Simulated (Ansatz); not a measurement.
# ZrPRu: properties at the relaxed cell

An exercise on one series of results from a longer session: the logs are not shown, and one member is left open.

Program: Ansatz 0.2.0. Level of theory: DFT r2SCAN, scalar-relativistic, plane waves, PAW. These are calculated values, not measurements.

1 further run of the same task is left out (set aside as unsound or not needed). Runs told in other sessions of the task aren't counted.

## Starting point

The structure is hexagonal, space group P-62m (No. 189). Conventional cell: a = 6.444 Å, b = 6.444 Å, c = 3.811 Å, α = 90.00°, β = 90.00°, γ = 120.00°. Zr (site symmetry m2m) has 5 P at 2.68 to 2.72 Å and 6 Ru at 2.90 to 3.01 Å in its first shell of neighbours. P (site symmetry -6) is surrounded by 3 Ru at 2.48 Å and 6 Zr at 2.72 Å. P (site symmetry -62m) is surrounded by 6 Ru at 2.47 Å and 3 Zr at 2.68 Å. Ru (site symmetry m2m) is surrounded by 4 P at 2.47 to 2.48 Å and 2 Ru at 2.73 Å.

Coordinates:

```cif
data_structure
_symmetry_space_group_name_H-M 'P 1'
_symmetry_Int_Tables_number 1
_cell_length_a 6.4435
_cell_length_b 6.4435
_cell_length_c 3.8109
_cell_angle_alpha 90.000
_cell_angle_beta 90.000
_cell_angle_gamma 120.000
_cell_volume 137.02
loop_
_atom_site_label
_atom_site_type_symbol
_atom_site_fract_x
_atom_site_fract_y
_atom_site_fract_z
_atom_site_occupancy
Zr1 Zr 0.41636 0.41636 0.00000 1
Zr2 Zr 0.58364 0.00000 0.00000 1
Zr3 Zr 0.00000 0.58364 0.00000 1
P1 P 0.66667 0.33333 0.50000 1
P2 P 0.33333 0.66667 0.50000 1
P3 P 0.00000 0.00000 0.00000 1
Ru1 Ru 0.75524 0.75524 0.50000 1
Ru2 Ru 0.24476 0.00000 0.50000 1
Ru3 Ru 0.00000 0.24476 0.50000 1
```

It goes back to an entry of the Materials Project, which need not be the stable form.

This cell was relaxed beforehand with the same method: volume 15.22 Å³/atom, gap on the mesh none (metal).

Set-up of the first run:

Contents of input.yaml:

```yaml
crystal:
  lattice:
    - [6.3784260925, 0.0, 0.0]
    - [-3.1892130462, 5.5238790323, 0.0]
    - [0.0, 0.0, 3.7723585146]
  atoms:
    - { symbol: Zr, position: [0.4163605698, 0.4163605698, 0.0] }
    - { symbol: Zr, position: [0.5836394302, 0.0, 0.0] }
    - { symbol: Zr, position: [0.0, 0.5836394302, 0.0] }
    - { symbol: P, position: [0.6666666667, 0.3333333333, 0.5] }
    - { symbol: P, position: [0.3333333333, 0.6666666667, 0.5] }
    - { symbol: P, position: [0.0, 0.0, 0.0] }
    - { symbol: Ru, position: [0.7552443051, 0.7552443051, 0.5] }
    - { symbol: Ru, position: [0.2447556949, 0.0, 0.5] }
    - { symbol: Ru, position: [0.0, 0.2447556949, 0.5] }
basis:
  ecutwfc: 500
kpoints:
  mp_grid: { grid: [6, 6, 10] }
hamiltonian:
  xc: r2scan
scf:
  occupations: { method: gaussian, width: 0.1 }
output:
  forces: true
  stress: true
  eigenvalues: true
relax:
  adjacent_minimum: "off"
  f_tol: 0.01
  max_steps: 30
  cell: { stress_tol: 0.1, fix: [volume] }
```

Run with:

```sh
$ ansatz run input.yaml --threads 2 --pin off --max-ram 5120MiB --backend cpu --events-out ev --progress --plain --runs-dir out
```

Among the steps run: Point at V/V0 = 0.97; Point at V/V0 = 1.03; Volume × 0.94; Point at V/V0 = 1.06; The cell scaled to 0.91 of its volume; Volume × 1.10; Volume × 0.88.

One of the session's tables, all rows but one given; the rest of the session is left out.

It belongs to the step «Equation of state». 

```
volume (Å³/atom)  energy above the lowest point (meV/atom)  pressure (GPa)
          13.398                                     190.6           37.55
          13.855                                     100.9           25.73
          14.311                                      42.2           15.71
          14.768                                       9.9            7.20
          15.225                                       0.0           -0.02
          15.682                                         ?               ?
          16.138                                      34.2          -11.33
          16.747                                      88.6          -17.02
```

Estimate the missing values for volume (Å³/atom) = 15.682.

Worked estimate for «energy above the lowest point (meV/atom)». A straight line through the neighbours (15.225, 0.0) and (16.138, 34.2) gives 0.0 + (34.2 − 0.0) × (15.682 − 15.225) / (16.138 − 15.225) = 17.1; a parabola fitted to 4 rows on both sides gives 9.4.

As computed: energy above the lowest point (meV/atom): 9.1; pressure (GPa): -6.15. In «energy above the lowest point (meV/atom)» the line misses by +8.0 and the parabola by +0.3.
